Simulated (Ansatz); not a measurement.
# H₆NOPSi: how energies converge with the basis set

An exercise on one series of results from a longer session: the logs are not shown, and one member is left open.

Method: one geometry, several basis sets; program: Ansatz 0.2.0, Gaussian basis.

The runs, in order: PBE0-D4/def2-SVP; ωB97M-V/def2-SVP; PBE0-D4/def2-QZVPP; ωB97M-V/def2-QZVPP; the functionals' def2-TZVPP values are taken from earlier runs.

## Structure used throughout

An earlier PBE0-D4 in a triple-zeta def2 set relaxation fixed the geometry.

10 atoms, charge 0, spin multiplicity 1.

Atoms are counted from 1 here; the program's logs count them from 0.

Bond lengths: N1–Si2 1.702 Å, N1–H5 1.006 Å, N1–H6 1.006 Å, Si2–O3 1.658 Å, Si2–H7 1.478 Å, Si2–H8 1.483 Å, O3–P4 1.644 Å, P4–H9 1.426 Å, P4–H10 1.424 Å. Angles: Si2–N1–H5 121.6°, Si2–N1–H6 122.6°, H5–N1–H6 112.0°, N1–Si2–O3 115.9°, N1–Si2–H7 109.2°, N1–Si2–H8 106.5°, O3–Si2–H7 103.5°, O3–Si2–H8 108.4°, H7–Si2–H8 113.6°, Si2–O3–P4 125.5°, O3–P4–H9 99.1°, O3–P4–H10 98.4°, H9–P4–H10 91.9°.

The first run:

The input, in.yaml:

```yaml
crystal:
  periodic: [false, false, false]
  atoms:
    - {symbol: N, position_ang: [-0.755915, 1.615279, 0.394599]}
    - {symbol: Si, position_ang: [0.052445, 0.251578, 1.013352]}
    - {symbol: O, position_ang: [0.816775, -0.706957, -0.103507]}
    - {symbol: P, position_ang: [0.074756, -1.548658, -1.304442]}
    - {symbol: H, position_ang: [-1.697890, 1.557219, 0.046103]}
    - {symbol: H, position_ang: [-0.267061, 2.415333, 0.029591]}
    - {symbol: H, position_ang: [1.152476, 0.698028, 1.893953]}
    - {symbol: H, position_ang: [-0.971490, -0.565319, 1.709031]}
    - {symbol: H, position_ang: [0.805236, -1.041064, -2.418784]}
    - {symbol: H, position_ang: [0.873865, -2.726639, -1.256995]}
basis:
  gaussian: {orbitals: def2-SVP}
hamiltonian: {xc: pbe0, dispersion: d4}
output: {orbitals: {seedname: orbitals}}
```

Command:

```
$ ansatz run in.yaml --threads 2 --pin off --events-out ev --progress --plain --max-ram 4352MiB
```

Steps of the session up to this table: PBE0-D4 in def2-SVP; ωB97M-V in def2-SVP; PBE0-D4 in def2-QZVPP; ωB97M-V in def2-QZVPP.

One table of the session follows, with a row left open; its other results are not shown here.

It belongs to the step «Density functionals: the series». 

```
functional       basis  HOMO (eV)  LUMO (eV)
   PBE0-D4    def2-SVP      -6.96       0.48
   PBE0-D4  def2-TZVPP          ?          ?
   PBE0-D4  def2-QZVPP      -7.10      -0.25
   ωB97M-V    def2-SVP      -9.18       2.50
   ωB97M-V  def2-TZVPP      -9.30       1.72
   ωB97M-V  def2-QZVPP      -9.34       1.36
```

Estimate the missing values for PBE0-D4, def2-TZVPP.

**Answer.** HOMO (eV): -7.06; LUMO (eV): -0.09. In the column «HOMO (eV)» it lies between PBE0-D4, def2-QZVPP (-7.10) and PBE0-D4, def2-SVP (-6.96).
